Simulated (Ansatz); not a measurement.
# CH2BNO2: the cost of one run

Computed with Ansatz 0.2.0, Gaussian basis. Level: the settings change from run to run.

**1. The relaxed structure**

The structure was relaxed beforehand with PBE0-D4 in a triple-zeta def2 set.

SMILES `O=C1NB1O`, 7 atoms, charge 0, spin multiplicity 1.

Atoms are counted from 1 here; the program's logs count them from 0.

Bond lengths: O1–C2 1.191 Å, C2–N3 1.408 Å, C2–B4 1.523 Å, N3–B4 1.405 Å, N3–H6 1.013 Å, B4–O5 1.337 Å, O5–H7 0.962 Å. Angles: O1–C2–N3 136.3°, O1–C2–B4 166.6°, N3–C2–B4 57.1°, C2–N3–B4 65.6°, C2–N3–H6 138.7°, B4–N3–H6 155.8°, C2–B4–N3 57.3°, C2–B4–O5 158.2°, N3–B4–O5 144.4°, B4–O5–H7 114.6°.

**2. r2SCAN0/aug-cc-pVTZ**

Set apart from the defaults: multiplicity 3, high accuracy.

Input file in.yaml:

```yaml
crystal:
  periodic: [false, false, false]
  atoms:
    - {symbol: O, position_ang: [-0.130195, -2.282002, 0.732358]}
    - {symbol: C, position_ang: [-0.101575, -1.164093, 0.322228]}
    - {symbol: N, position_ang: [0.581164, 0.023274, 0.650551]}
    - {symbol: B, position_ang: [-0.304200, 0.142510, -0.433488]}
    - {symbol: O, position_ang: [-0.798398, 0.985328, -1.346520]}
    - {symbol: H, position_ang: [1.265533, 0.346011, 1.324164]}
    - {symbol: H, position_ang: [-0.451028, 1.880873, -1.294992]}
basis:
  gaussian: {orbitals: aug-cc-pVTZ}
magnetization: {spin_polarized: true, initial_magnetization: 2}
hamiltonian: {xc: {name: r2SCAN0}}
accuracy: high
```

Launch:

```console
ansatz run in.yaml --threads 2 --pin off --events-out ev --progress --plain --max-ram 4352MiB
```

Q: Estimate wall time and peak memory on 2 threads of Arm Neoverse V2, shared host.

About 73 s, with a peak of 2.5 GiB.
